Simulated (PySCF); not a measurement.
# WSCl2: relaxation and vibrations of the singlet

Aim: relax WSCl2 as a singlet from a trigonal planar start, check by its vibrations whether the end is a minimum, and collect its spectrum and constants.

The runs use PySCF 2.14.0; PBE0, basis W def2-SVP with ECP60, S def2-SVP, Cl def2-SVP, scalar-relativistic core potentials, no spin–orbit coupling, density fitting.

### 1 Starting geometry

4 atoms, charge 0, spin multiplicity 1.

Bond lengths: W1–S2 2.140 Å, W1–Cl3 2.360 Å, W1–Cl4 2.360 Å. Angles: S2–W1–Cl3 120.0°, S2–W1–Cl4 120.0°, Cl3–W1–Cl4 120.0°.

Z-matrix (Å, degrees; charge 0 multiplicity 1):
```
W
S  1 2.1400
Cl 1 2.3600 2 120.00
Cl 1 2.3600 2 120.00 3 180.00
```

### 2 Relaxing the singlet from the trigonal planar start

One driver script runs all steps and calls PySCF; scf.py shows how it sets up the SCF of each step. The optimiser is the driver's own. Before each start the driver seeks the lowest SCF state from one or more starting densities and follows internal instabilities, so scf.py alone need not reach the same state.

The program finds C2v symmetry in the start, which this walk keeps.

Contents of scf.py:

```python
from pyscf import gto, scf, dft
mol = gto.M(atom='''
W     -0.024672    -0.042733    -0.000000
S     -1.094658    -1.896041    -0.000000
Cl     2.335320    -0.042718     0.000000
Cl    -1.204689     2.001067     0.000000''',
    basis={'W': 'def2-SVP', 'S': 'def2-SVP', 'Cl': 'def2-SVP'},
    ecp={'W': 'def2-SVP'},
    charge=0, spin=0)
mf = dft.RKS(mol, xc='PBE0')
mf.grids.atom_grid = (50, 194)
aux = {'W': 'def2-universal-JKFIT', 'S': 'def2-universal-JKFIT', 'Cl': 'def2-universal-JKFIT'}
mf = mf.density_fit(auxbasis=aux)
mf.kernel()
```

Energy and gradient, step by step:

```csv
step,energy (Eh),change (kJ/mol),largest symmetric gradient (Eh/bohr)
0,-1384.910213,0.00,0.04008
1,-1384.922546,-32.38,0.01800
2,-1384.924546,-37.63,0.00610
3,-1384.924997,-38.82,0.00239
4,-1384.925228,-39.42,0.00081
5,-1384.925232,-39.43,0.00017
6,-1384.925232,-39.43,0.00000
```

The walk ran for 7.6 s (4 threads, shared host).

Positions (Å) and forces (eV/Å) along the way:

```
step 0
W   -0.025  -0.043   0.000   0.404   0.701   0.000
S   -1.095  -1.896   0.000   0.859   1.483   0.000
Cl   2.335  -0.043   0.000  -2.062  -0.268   0.000
Cl  -1.205   2.001   0.000   0.799  -1.917   0.000
step 1
W   -0.007  -0.013   0.000   0.530   0.928   0.000
S   -1.053  -1.824   0.000   0.027   0.040   0.000
Cl   2.261  -0.068   0.000  -0.738  -0.220   0.000
Cl  -1.190   1.924   0.000   0.181  -0.748   0.000
step 3
W    0.024   0.041   0.000   0.006   0.016   0.000
S   -1.021  -1.769   0.000   0.026   0.040   0.000
Cl   2.244  -0.131   0.000   0.090  -0.089   0.000
Cl  -1.236   1.878   0.000  -0.123   0.034   0.000
step 6
W    0.038   0.066   0.000  -0.001   0.000   0.000
S   -1.005  -1.741   0.000   0.003  -0.002   0.000
Cl   2.258  -0.174   0.000   0.001   0.003   0.000
Cl  -1.280   1.869   0.000  -0.003  -0.002   0.000
```

It settles in C2v symmetry, 39.4 kJ/mol below the start, after 6 steps: W–Cl 2.233 Å (×2), W–S 2.086 Å; Cl–W–Cl 132.4°, Cl–W–S 113.8° (×2).

### 3 Is it a minimum? Harmonic modes

On the finer grid the gradient is checked again; gradients at displacements of ±0.01 bohr then give force constants and infrared intensities.

scf.py: that of step 2 with these lines changed.

```diff
@@ -3,4 +3,4 @@
-W     -0.024672    -0.042733    -0.000000
-S     -1.094658    -1.896041    -0.000000
-Cl     2.335320    -0.042718     0.000000
-Cl    -1.204689     2.001067     0.000000''',
+W      0.006235     0.010800    -0.000000
+S     -1.036797    -1.795821     0.000000
+Cl     2.226430    -0.229144     0.000000
+Cl    -1.311690     1.813551    -0.000000''',
@@ -11 +11 @@
-mf.grids.atom_grid = (50, 194)
+mf.grids.atom_grid = (75, 302)
```

This SCF starts from the last density.

Log of the central SCF (cycles and frontier levels):

```text
init E= -1384.92530599214
  HOMO = -0.2394241183558  LUMO = -0.130131476618448  gap/eV = 2.97400
cycle= 1 E= -1384.92530599133  delta_E= 8.15e-10  |g|= 5.53e-05  |ddm|= 8.55e-05
  HOMO = -0.239434931292433  LUMO = -0.130143986196509  gap/eV = 2.97396
cycle= 2 E= -1384.92530598292  delta_E= 8.4e-09  |g|= 0.000178  |ddm|= 0.000243
  HOMO = -0.239424270351607  LUMO = -0.130132626268572  gap/eV = 2.97398
cycle= 3 E= -1384.92530599218  delta_E= -9.25e-09  |g|= 1.84e-05  |ddm|= 0.000184
  HOMO = -0.239425887587151  LUMO = -0.130133875603089  gap/eV = 2.97399
cycle= 4 E= -1384.92530599228  delta_E= -1.03e-10  |g|= 2.35e-07  |ddm|= 2.21e-05
  HOMO = -0.239425875764169  LUMO = -0.130133859302921  gap/eV = 2.97399
cycle= 5 E= -1384.92530599228  delta_E= 5.68e-12  |g|= 1.27e-08  |ddm|= 2.49e-07
  HOMO = -0.239425873625167  LUMO = -0.130133857696866  gap/eV = 2.97399
Extra cycle  E= -1384.92530599228  delta_E= -3.41e-12  |g|= 1.61e-08  |ddm|= 6.83e-08
converged SCF energy = -1384.92530599228
```

The whole step took 18 s.

Geometry: C2v; W–Cl 2.233 Å (×2), W–S 2.086 Å; Cl–W–Cl 132.3°, Cl–W–S 113.8° (×2).

Harmonic modes (main isotopes):

| symmetry | ω (cm⁻¹) | IR (km/mol) | μ (u) | type |
| --- | --- | --- | --- | --- |
| b1 | 80 | 0.1 | 47.97 | bend |
| a1 | 110 | 0.0 | 39.66 | bend |
| b2 | 136 | 0.6 | 35.45 | bend |
| a1 | 410 | 17.9 | 36.30 | stretch |
| b2 | 437 | 77.5 | 44.73 | stretch |
| a1 | 592 | 41.1 | 36.83 | stretch |

Every mode is real; the point is a minimum.

Properties at this point:

| Quantity | Value |
| --- | --- |
| Dipole moment | 0.84 D |
| Highest occupied level | -6.52 eV |
| Lowest empty level | -3.54 eV |
| Rotational constants | 0.086, 0.05777, 0.03455 cm⁻¹ |
| Zero-point energy | 10.6 kJ/mol |
| Principal polarisabilities | 58.4, 80.1, 87.5 bohr³ |
| Atomisation energy without zero-point energy | 1341 kJ/mol |
| Principal traceless quadrupole moments about the centre of mass | -2.06, 0.29, 1.77 D Å |
| Entropy at 298.15 K and 1 bar | 344.7 J/(mol K) |
| Heat capacity Cp at 298.15 K | 73.9 J/(mol K) |
| Enthalpy at 298.15 K above 0 K | 17.52 kJ/mol |
| Rotational symmetry number | 2 |

Charges (e) and bond orders:

```csv
atom,Mulliken,Löwdin,polar tensor,Mayer order to W1
W1,0.45,-0.71,1.16,–
S2,-0.10,0.31,-0.37,2.41
"Cl3,4",-0.18,0.20,-0.40,1.27
```

Outer orbital energies (eV). occupied: -11.16, -10.91, -10.54, -10.54, -9.82, -9.16, -8.75, -6.52; empty: -3.54, -3.08, -2.33, -2.14.

Mulliken populations on W1 (outside its core potential): s 2.87, p 6.28, d 4.31, f 0.08.

### 4 Stability of the closed shell

At the lowest minimum the closed shell is tested against spin polarisation, on the (50, 194) grid. It is unstable: an open-shell solution lies lower. That solution was not followed to a minimum here.

### 5 Outcome

| quantity | value |
| --- | --- |
| minimum | singlet, C2v (closed shell, unstable towards spin polarisation) |
| geometry | W–Cl 2.233 Å (×2), W–S 2.086 Å; Cl–W–Cl 132.3°, Cl–W–S 113.8° (×2) |
| wavenumbers (cm⁻¹) | 80 (b1), 110 (a1), 136 (b2), 410 (a1), 437 (b2), 592 (a1) |
| dipole moment | 0.84 D |
| highest occupied, lowest empty level | -6.52, -3.54 eV |
| polar-tensor charge of W1 | +1.16 e |
| zero-point energy | 10.6 kJ/mol |

**Reading.** The molecule stays C2v, as typed, and the end point is a minimum. The strongest infrared band lies at 437 cm⁻¹ (b2, stretch). Only this shape and spin were tried, so other structures or states may lie lower. The soft modes, below some 90 cm⁻¹, carry numerical noise of tens of cm⁻¹, and the entropy with them. The closed shell proved unstable towards spin polarisation, so a lower open-shell solution exists. Spin–orbit coupling, left out here, can matter for elements this heavy.

The search up to here took 31 s.
